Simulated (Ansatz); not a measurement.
# C2H6O2SSi: a ladder of functionals and wavefunction methods

An exercise on one series of results from a longer session: the logs are not shown, and one member is left open.

Computed with Ansatz 0.2.0, Gaussian basis. Level: functionals in def2-TZVPP, the program's frozen cores in correlated methods.

Plan: PBE-D4, r2SCAN-D4, PBE0-D4, B3LYP-D4, ωB97X-V, ωB97M-V, B2PLYP; CCSD(T)/def2-TZVPP; MP2/def2-QZVPP; extrapolation to the limit.

## The geometry

An earlier PBE0-D4 in a triple-zeta def2 set relaxation fixed the geometry.

SMILES `O[Si]1(S)CCO1`, 12 atoms, charge 0, spin multiplicity 1.

Atoms are counted from 1 here; the program's logs count them from 0.

Bond lengths: O1–Si2 1.631 Å, O1–H7 0.959 Å, Si2–S3 2.128 Å, Si2–C4 1.860 Å, Si2–O6 1.657 Å, S3–H8 1.343 Å, C4–C5 1.542 Å, C4–H9 1.088 Å, C4–H10 1.089 Å, C5–O6 1.454 Å, C5–H11 1.092 Å, C5–H12 1.092 Å. Angles: Si2–O1–H7 118.2°, O1–Si2–S3 105.9°, O1–Si2–C4 113.4°, O1–Si2–O6 118.2°, S3–Si2–C4 124.1°, S3–Si2–O6 112.0°, C4–Si2–O6 82.5°, Si2–S3–H8 93.2°, Si2–C4–C5 82.7°, Si2–C4–H9 117.1°, Si2–C4–H10 116.1°, C5–C4–H9 114.4°, C5–C4–H10 114.7°, H9–C4–H10 109.8°, C4–C5–O6 101.8°, C4–C5–H11 113.6°, C4–C5–H12 113.4°, O6–C5–H11 109.1° and more.

Coordinates:

```
O     1.4879   -0.2363   -1.6554
Si    0.7152   -0.3007   -0.2200
S     2.1402   -1.0392    1.1774
C    -0.3881    1.1639    0.0923
C    -1.4935    0.0897    0.0562
O    -0.7200   -1.1258   -0.1396
H     2.1137   -0.9322   -1.8642
H     1.1948   -1.4649    2.0315
H    -0.2835    1.6684    1.0509
H    -0.4435    1.9007   -0.7078
H    -2.0562    0.0093    0.9886
H    -2.1900    0.2118   -0.7759
```

The first run:

Input file in.yaml:

```yaml
crystal:
  periodic: [false, false, false]
  atoms:
    - {symbol: O, position_ang: [1.487853, -0.236274, -1.655417]}
    - {symbol: Si, position_ang: [0.715204, -0.300680, -0.219961]}
    - {symbol: S, position_ang: [2.140187, -1.039167, 1.177418]}
    - {symbol: C, position_ang: [-0.388071, 1.163871, 0.092251]}
    - {symbol: C, position_ang: [-1.493459, 0.089699, 0.056249]}
    - {symbol: O, position_ang: [-0.719975, -1.125765, -0.139556]}
    - {symbol: H, position_ang: [2.113710, -0.932189, -1.864191]}
    - {symbol: H, position_ang: [1.194847, -1.464884, 2.031505]}
    - {symbol: H, position_ang: [-0.283523, 1.668421, 1.050887]}
    - {symbol: H, position_ang: [-0.443491, 1.900688, -0.707817]}
    - {symbol: H, position_ang: [-2.056249, 0.009298, 0.988621]}
    - {symbol: H, position_ang: [-2.190032, 0.211782, -0.775889]}
basis:
  gaussian: {orbitals: def2-TZVPP}
hamiltonian: {xc: pbe, dispersion: d4}
output: {forces: true, orbitals: {seedname: orbitals}}
```

Run with:

```bash
$ ansatz run in.yaml --threads 2 --pin off --events-out ev --progress --plain --max-ram 22528MiB --backend cuda --devices 0, --max-vram 18GiB
```

Among the steps run: PBE-D4 (GGA); r2SCAN-D4 (meta-GGA); PBE0-D4 (hybrid); B3LYP-D4 (hybrid); ωB97X-V (range-separated); ωB97M-V (range-separated); B2PLYP (double hybrid); CCSD(T) in def2-TZVPP; MP2 in def2-QZVPP.

One table of the session follows, with a row left open; its other results are not shown here.

```
            method  atomisation energy (kcal/mol)
            PBE-D4                         1159.0
         r2SCAN-D4                         1140.4
           PBE0-D4                         1136.2
          B3LYP-D4                         1129.1
           ωB97X-V                         1140.6
           ωB97M-V                         1141.8
            B2PLYP                         1119.9
     HF/def2-TZVPP                              ?
    MP2/def2-TZVPP                         1132.0
   CCSD/def2-TZVPP                         1085.4
CCSD(T)/def2-TZVPP                         1104.6
           MP2/CBS                         1165.4
       CCSD(T)/CBS                         1138.0
```

**Question.** Estimate the row for HF/def2-TZVPP.

As computed: atomisation energy (kcal/mol): 809.3. In the column «atomisation energy (kcal/mol)» it is the lowest.
